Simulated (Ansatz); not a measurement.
**As: a single-point run**

Wanted: a converged single-point run for As, and a check of what comes out. The structure is shown as the input types it.

Computed with Ansatz 0.2.0 (DFT, r2SCAN, PAW with Ansatz's default frozen-core files, scalar-relativistic (as first typed), unless a step's input says otherwise).

1 further run of the same task is left out (set aside as unsound or not needed).

## Step 1: The structure to begin with

It takes space group R-3m (No. 166, trigonal). Conventional cell: a = 3.755 Å, b = 3.755 Å, c = 11.113 Å, α = 90.00°, β = 90.00°, γ = 120.00°. Around As (site symmetry 3m) lie 3 As at 2.52 Å.

As a file:

```
CELL_PARAMETERS angstrom
1.87741 1.08392 3.70434
-1.87741 1.08392 3.70434
0.00000 -2.16785 3.70434
ATOMIC_POSITIONS crystal
As 0.22443 0.22443 0.22443
As 0.77557 0.77557 0.77557
```

## Step 2: Input and run

File input.yaml:

```yaml
crystal:
  lattice:
    - [1.8774110887, 1.0839237974, 3.7043351684]
    - [-1.8774110887, 1.0839237974, 3.7043351684]
    - [0.0, -2.1678475948, 3.7043351684]
  atoms:
    - { symbol: As, position: [0.22443359, 0.22443359, 0.22443359] }
    - { symbol: As, position: [0.77556641, 0.77556641, 0.77556641] }
kpoints:
  mp_grid: { grid: [12, 12, 12] }
  band_path:
    path:
      - [0.0, 0.0, 0.0]
      - [0.5, 0.5, 0.5]
      - [0.776253106, 0.223746894, 0.5]
      - [0.5, -0.223746894, 0.223746894]
      - [0.5, 0.0, 0.0]
      - [0.0, 0.0, 0.0]
      - [0.361873447, -0.361873447, 0.0]
      - [0.638126553, 0.0, 0.361873447]
      - [0.5, 0.0, 0.5]
    npoints: 5
scf:
  occupations: { method: fixed }
  max_iter: 60
hamiltonian:
  xc: r2scan
  pseudopotentials: { kind: paw }
output:
  forces: true
  stress: true
  eigenvalues: true
  efg: { contact_densities: true }
```

Command:

```bash
$ ansatz run input.yaml --threads 1 --pin off --max-ram 2048MiB --backend cpu --events-out ev --progress --plain --runs-dir out
```

**Question.** How will this run end, and is anything wrong with its input?

The program finished normally, with warnings (band overlap at count, metallic iterate). That alone doesn't make the input a sound one.

Look at the input: scf.occupations.method is fixed; scf.occupations.width is missing. What could go wrong: fixed occupations where they can't hold. It still converged here, which does not make the setting sound.

Run again and compare: set scf.occupations.method to fermi_dirac and scf.occupations.width to 0.05.
